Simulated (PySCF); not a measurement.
# C6H8N2O: the cost of one run

Programs: PySCF 2.14.0, with routines of our own; each step states its level. All values are computed. Atoms count from 0.

### Step 1. The starting structure

17 atoms, charge 0, multiplicity 1; geometry from: GFN2-xTB.

### Step 2. Magnetic properties: GIAO HF/pcSseg-1

The job: settings as JSON, then the geometry in Å.

```
{"job": {"kind": "mag", "xc": "HF", "basis": "pcSseg-1", "isotopologues": 0}, "charge": 0, "multiplicity": 1}
C      2.912608    -0.717822    -1.204080
C      1.662562    -0.593778    -0.762779
N      1.334015     0.484422     0.026045
C      0.149488     0.692776     0.411046
C     -0.425858     1.727467     1.313364
O     -0.024531     2.739090     1.812582
C     -1.768289     1.007751     1.329592
C     -1.210408    -0.001825     0.280395
N     -1.207724    -1.414672     0.564394
H      3.656304     0.017957    -0.950283
H      3.212794    -1.541830    -1.826656
H      0.890201    -1.322173    -1.000996
H     -1.990139     0.562325     2.299581
H     -2.615211     1.616307     1.019686
H     -1.651899     0.144497    -0.710617
H     -2.150661    -1.787223     0.572907
H     -0.780251    -1.601238     1.465372
```

Method: GIAO HF/pcSseg-1 magnetisability, rotational g tensor and spin-rotation constants, non-relativistic, gas phase.

The run is started by

```console
OMP_NUM_THREADS=1 python excited_run.py task.json out
```

This one command runs all jobs of the session in turn.

Q: Estimate the wall time and peak memory of this first job on 1 thread of Arm Neoverse V1, shared host.

About 18 s, with a peak of 0.94 GiB.
